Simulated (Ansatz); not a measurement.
# SiH4O3 (SMILES O[SiH](O)O): BLYP/6-311+G(d,p)

Aim: the energy change on altering one bond length of SiH4O3 at BLYP/6-311+G**, from 2 runs. 

The results are computed with Ansatz 0.2.0.

30 further runs of the same task are left out: 30 set aside as unsound or not needed. Runs told in other sessions of the task aren't counted.

## Step 1: The system as given

SiH4O3 has 8 atoms, charge 0, and is taken as a singlet. As SMILES, `O[SiH](O)O`. The shape is that of a PBE0-D4/def2-TZVP optimisation. This is one conformer, not always the lowest.

Bond lengths: O1–Si2 1.630 Å, Si2–O3 1.641 Å, Si2–O4 1.633 Å, O1–H5 0.959 Å, Si2–H6 1.476 Å, O3–H7 0.958 Å, O4–H8 0.958 Å. Angles: O1–Si2–O3 114.4°, O1–Si2–O4 109.0°, O3–Si2–O4 105.0°, O1–Si2–H6 104.5°, O3–Si2–H6 110.6°, O4–Si2–H6 113.5°, Si2–O1–H5 117.6°, Si2–O3–H7 117.9°, Si2–O4–H8 116.6°.

## Step 2: A single-point energy at BLYP/6-311+G(d,p)

The input, molecule.yaml:

```yaml
crystal:
  periodic: [false, false, false]
  atoms:
    - {symbol: O, position_ang: [0.057900, 1.618800, -0.225000]}
    - {symbol: Si, position_ang: [-0.171600, 0.082600, 0.269200]}
    - {symbol: O, position_ang: [1.169300, -0.861100, 0.196500]}
    - {symbol: O, position_ang: [-1.250800, -0.639700, -0.721300]}
    - {symbol: H, position_ang: [0.176800, 1.769800, -1.164500]}
    - {symbol: H, position_ang: [-0.642800, 0.209400, 1.662000]}
    - {symbol: H, position_ang: [1.894900, -0.655000, 0.786800]}
    - {symbol: H, position_ang: [-1.141700, -1.581700, -0.859700]}
basis:
  gaussian: {orbitals: 6-311+G_st__st_-spherical.json}
total_charge: 0
hamiltonian: {xc: {name: BLYP}}
accuracy: high
output: {orbitals: {seedname: orbitals}}
```

The basis set 6-311+G** is read from a file made from the Basis Set Exchange's data (not shown).

Started as:

```bash
$ ansatz run molecule.yaml --threads 1 --pin off --max-ram 3480MiB --events-out events.jsonl --progress --plain --runs-dir runs
```

Output:

```text
Warning: RAYON_NUM_THREADS=1 ignored (pool sized by the plan → 1); use --threads N
Functional definition: BLYP
  name "BLYP"
  parameter beta = 0.0042
  parameter a = 0.04918
  parameter b = 0.132
  parameter c = 0.2533
  parameter d = 0.349
  exchange = b88_x(beta = beta)
  correlation = lyp_c(a = a, b = b, c = c, d = d)
2260 factors; integrals over basis functions are off by at most 4.0e-9 eV
mean field evaluation 1: about -14070.2938 eV, gradient 1.1e2 eV
mean field evaluation 2: about -13979.7112 eV, gradient 2.3e2 eV
mean field evaluation 4: about -14088.8510 eV, gradient 6.7e0 eV
mean field evaluation 8: about -14088.9433 eV, gradient 8.2e-1 eV
mean field evaluation 16: about -14088.9444 eV, gradient 8.8e-6 eV
mean field -14088.94439074 eV, -517.7591565302 hartree, gradient 2.8e-8 eV, S^2 0.000000; 0 other end points of the search recorded, 0 dependent functions left out
reference -14088.94444890 eV, -517.7591586676 hartree; 21, 21 occupied and 99, 99 virtual orbitals, 2260 factors
Total energy: -14088.94444890 eV, -517.7591586676 hartree
```

Wall time 10 s (1 thread of Arm Neoverse V2, shared host); peak memory 0.33 GiB.

## Step 3: The distorted shape, same level

The input, in.yaml:

```yaml
crystal:
  periodic: [false, false, false]
  atoms:
    - symbol: O
      position_ang: [-0.050942, 1.587884, -0.313547]
    - symbol: Si
      position_ang: [-0.280442, 0.051684, 0.180653]
    - symbol: O
      position_ang: [1.060458, -0.892016, 0.107953]
    - symbol: O
      position_ang: [-1.359642, -0.670616, -0.809847]
    - symbol: H
      position_ang: [0.067958, 1.738884, -1.253047]
    - symbol: H
      position_ang: [-0.751642, 0.178484, 1.573453]
    - symbol: H
      position_ang: [1.894900, -0.655000, 0.786800]
    - symbol: H
      position_ang: [-1.250542, -1.612616, -0.948247]
basis:
  gaussian:
    orbitals: 6-311+G_st__st_-spherical.json
hamiltonian:
  xc: {name: BLYP}
accuracy: high
output: {orbitals: {seedname: orbitals}}
```

The basis set 6-311+G** is read from a file made from the Basis Set Exchange's data (not shown).

Started as:

```bash
$ ansatz run in.yaml --threads 1 --pin off --max-ram 3480MiB --events-out events.jsonl --progress --plain --runs-dir runs
```

Output, shortened:

```text
Warning: RAYON_NUM_THREADS=1 ignored (pool sized by the plan → 1); use --threads N
[... 9 set-up lines as earlier in the session ...]
2265 factors; integrals over basis functions are off by at most 7.8e-9 eV
mean field evaluation 1: about -14069.9981 eV, gradient 1.1e2 eV
mean field evaluation 2: about -13970.9765 eV, gradient 2.4e2 eV
mean field evaluation 4: about -14088.4645 eV, gradient 9.1e0 eV
mean field evaluation 8: about -14088.6285 eV, gradient 9.0e-1 eV
mean field evaluation 16: about -14088.6298 eV, gradient 1.4e-5 eV
mean field -14088.62976148 eV, -517.7475941182 hartree, gradient 4.1e-8 eV, S^2 0.000000; 0 other end points of the search recorded, 0 dependent functions left out
reference -14088.62981992 eV, -517.7475962659 hartree; 21, 21 occupied and 99, 99 virtual orbitals, 2265 factors
Total energy: -14088.62981992 eV, -517.7475962659 hartree
```

Wall time 10 s (1 thread of Arm Neoverse V2, shared host); peak memory 0.33 GiB.

## Step 4: Results

At BLYP/6-311+G**:

```
                                                         quantity          value
                                        first shape: total energy  -517.75916 Eh
                                         first shape: HOMO energy       -7.49 eV
                                         first shape: LUMO energy       -0.86 eV
                                       first shape: HOMO–LUMO gap        6.63 eV
                                    distorted shape: total energy  -517.74760 Eh
                                     distorted shape: HOMO energy       -7.42 eV
                                     distorted shape: LUMO energy       -1.29 eV
                                   distorted shape: HOMO–LUMO gap        6.13 eV
energy change with the O3–H7 bond stretched from 0.958 to 1.102 Å       0.315 eV
```

With the O3–H7 bond stretched from 0.958 to 1.102 Å the energy rises by 0.31 eV (7.3 kcal/mol). The first shape isn't relaxed at this level, so the change isn't measured from a minimum.
